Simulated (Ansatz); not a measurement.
# Alloy of Si and Ge (52 of 64 Si sites exchanged), 64 atoms

Aim: relax the alloy cell and compare the gap by PBEsol and HSE06.

Method: density functional theory in Ansatz 0.2.0, PAW datasets, plane waves.

**1. The starting cell**

64 atoms (12 Si, 52 Ge); a = 11.259 Å, b = 11.259 Å, c = 11.259 Å, α = 90.00°, β = 90.00°, γ = 90.00°. All atoms were shaken off their sites by about 0.02 Å along each axis.

The runs, in order: (2) PBEsol cell relaxation at the single k point (¼, ¼, ¼), on 1 × NVIDIA GB300 Max-Q with 8 threads of Arm Neoverse-V2; (3) HSE06 single point at the Γ point alone, on 1 × NVIDIA GB300 Max-Q with 8 threads of Arm Neoverse-V2.

**2. PBEsol relaxation of the cell and the positions**

in.yaml

```yaml
crystal:
  lattice:
    - [11.258919, 0.000000, 0.000000]
    - [0.000000, 11.258919, 0.000000]
    - [0.000000, 0.000000, 11.258919]
  atoms:
    - { symbol: Si, position: [0.998734, 0.998184, 0.000172] }
    - { symbol: Si, position: [0.124171, 0.125087, 0.622706] }
    - { symbol: Si, position: [0.626031, 0.125476, 0.121185] }
    - { symbol: Si, position: [0.625324, 0.625499, 0.125920] }
    - { symbol: Si, position: [0.248478, 0.249978, 0.004463] }
    - { symbol: Si, position: [0.752456, 0.751511, 0.998760] }
    - { symbol: Si, position: [0.751712, 0.750142, 0.500934] }
    - { symbol: Si, position: [0.374882, 0.870905, 0.627886] }
    - { symbol: Si, position: [0.374976, 0.626919, 0.874564] }
    - { symbol: Si, position: [0.127740, 0.377555, 0.875864] }
    - { symbol: Si, position: [0.625887, 0.374579, 0.373754] }
    - { symbol: Si, position: [0.624994, 0.376908, 0.874985] }
    - { symbol: Ge, position: [0.002107, 0.000496, 0.499529] }
    - { symbol: Ge, position: [0.001045, 0.501960, 0.999613] }
    - { symbol: Ge, position: [0.003136, 0.499191, 0.497764] }
    - { symbol: Ge, position: [0.500613, 0.001387, 0.002649] }
    - { symbol: Ge, position: [0.499468, 0.001557, 0.497830] }
    - { symbol: Ge, position: [0.500940, 0.500779, 0.998449] }
    - { symbol: Ge, position: [0.499130, 0.499381, 0.499768] }
    - { symbol: Ge, position: [0.126410, 0.122157, 0.126403] }
    - { symbol: Ge, position: [0.127319, 0.628095, 0.124516] }
    - { symbol: Ge, position: [0.123806, 0.625548, 0.625705] }
    - { symbol: Ge, position: [0.624206, 0.124721, 0.626289] }
    - { symbol: Ge, position: [0.623492, 0.625922, 0.626277] }
    - { symbol: Ge, position: [0.248709, 0.250332, 0.501531] }
    - { symbol: Ge, position: [0.249078, 0.753940, 0.999504] }
    - { symbol: Ge, position: [0.247940, 0.750454, 0.501383] }
    - { symbol: Ge, position: [0.750401, 0.249321, 0.995679] }
    - { symbol: Ge, position: [0.750636, 0.251928, 0.499381] }
    - { symbol: Ge, position: [0.372397, 0.374928, 0.126953] }
    - { symbol: Ge, position: [0.377339, 0.374745, 0.621011] }
    - { symbol: Ge, position: [0.376398, 0.875574, 0.124798] }
    - { symbol: Ge, position: [0.877247, 0.374249, 0.126192] }
    - { symbol: Ge, position: [0.876255, 0.373714, 0.620112] }
    - { symbol: Ge, position: [0.876389, 0.873468, 0.123859] }
    - { symbol: Ge, position: [0.874459, 0.876652, 0.626569] }
    - { symbol: Ge, position: [0.251139, 0.997847, 0.250276] }
    - { symbol: Ge, position: [0.248023, 0.002611, 0.746420] }
    - { symbol: Ge, position: [0.249220, 0.497749, 0.248770] }
    - { symbol: Ge, position: [0.251777, 0.502721, 0.750673] }
    - { symbol: Ge, position: [0.748756, 0.001454, 0.250986] }
    - { symbol: Ge, position: [0.746371, 0.003171, 0.748700] }
    - { symbol: Ge, position: [0.751095, 0.499590, 0.251148] }
    - { symbol: Ge, position: [0.750994, 0.501992, 0.751594] }
    - { symbol: Ge, position: [0.377087, 0.123594, 0.373122] }
    - { symbol: Ge, position: [0.375035, 0.123753, 0.877516] }
    - { symbol: Ge, position: [0.374961, 0.626300, 0.375601] }
    - { symbol: Ge, position: [0.877255, 0.126148, 0.375254] }
    - { symbol: Ge, position: [0.875411, 0.125548, 0.876518] }
    - { symbol: Ge, position: [0.871357, 0.624113, 0.376578] }
    - { symbol: Ge, position: [0.873164, 0.623333, 0.873532] }
    - { symbol: Ge, position: [0.000983, 0.247620, 0.250265] }
    - { symbol: Ge, position: [0.999686, 0.251292, 0.751754] }
    - { symbol: Ge, position: [0.001321, 0.753028, 0.248872] }
    - { symbol: Ge, position: [0.999770, 0.752058, 0.748470] }
    - { symbol: Ge, position: [0.496808, 0.246609, 0.255013] }
    - { symbol: Ge, position: [0.499707, 0.248457, 0.750321] }
    - { symbol: Ge, position: [0.495991, 0.747783, 0.250446] }
    - { symbol: Ge, position: [0.499617, 0.750696, 0.751051] }
    - { symbol: Ge, position: [0.126464, 0.381347, 0.373838] }
    - { symbol: Ge, position: [0.124137, 0.875528, 0.376009] }
    - { symbol: Ge, position: [0.123249, 0.873497, 0.874301] }
    - { symbol: Ge, position: [0.629180, 0.873152, 0.375350] }
    - { symbol: Ge, position: [0.628168, 0.875284, 0.875340] }
  symmetry: { detect: false }
kpoints:
  mp_grid: { grid: [1, 1, 1], shift: [0.25, 0.25, 0.25] }
hamiltonian:
  xc: pbesol
scf:
  occupations: { method: fermi_dirac, width: 0.01 }
relax:
  f_tol: 0.03
  max_steps: 80
  escape_saddle: false
  adjacent_minimum: "off"
  cell: { fix: [shape] }
output:
  forces: true
  eigenvalues: true
  populations: true
```

Run with:

```console
$ ansatz run in.yaml --threads 8 --pin off --max-ram 118750MiB --runs-dir r --events-out ev --progress --plain --backend cuda --devices 0,
```

Further steps of the session: HSE06 single point.

Before running it: what results should come out? Wanted: for each run, top filled to lowest empty.

The runs gave:

| level | time | k points | top filled to lowest empty (eV) |
| --- | --- | --- | --- |
| PBEsol, relaxation | 7.4 s (GPU) | (¼, ¼, ¼) | 0.77 |
| HSE06 | 41 s (GPU) | Γ | 0.99 |

```
     quantity                                                                         value
   relaxation                                              4 recorded steps, 0.81 eV gained
largest shift                                                                 0.10 Å (Ge56)
 relaxed cell  a = 11.244 Å, b = 11.244 Å, c = 11.244 Å, α = 90.00°, β = 90.00°, γ = 90.00°
   mean bonds                                       Ge–Ge 2.451, Ge–Si 2.407, Si–Si 2.366 Å
```

**Reading.** Relaxation gains 0.81 eV, with shifts up to 0.10 Å (Ge56), while the volume changes by -0.4 %. The mean lengths of the listed bonds run from Si–Si 2.37 Å to Ge–Ge 2.45 Å. Rows on different k points differ by sampling as well as by level. Spin–orbit coupling is left out, which matters for the band edges of the heavier elements here. With one k point the spacing samples only the states that fold onto it, so it can exceed the gap over the zone.
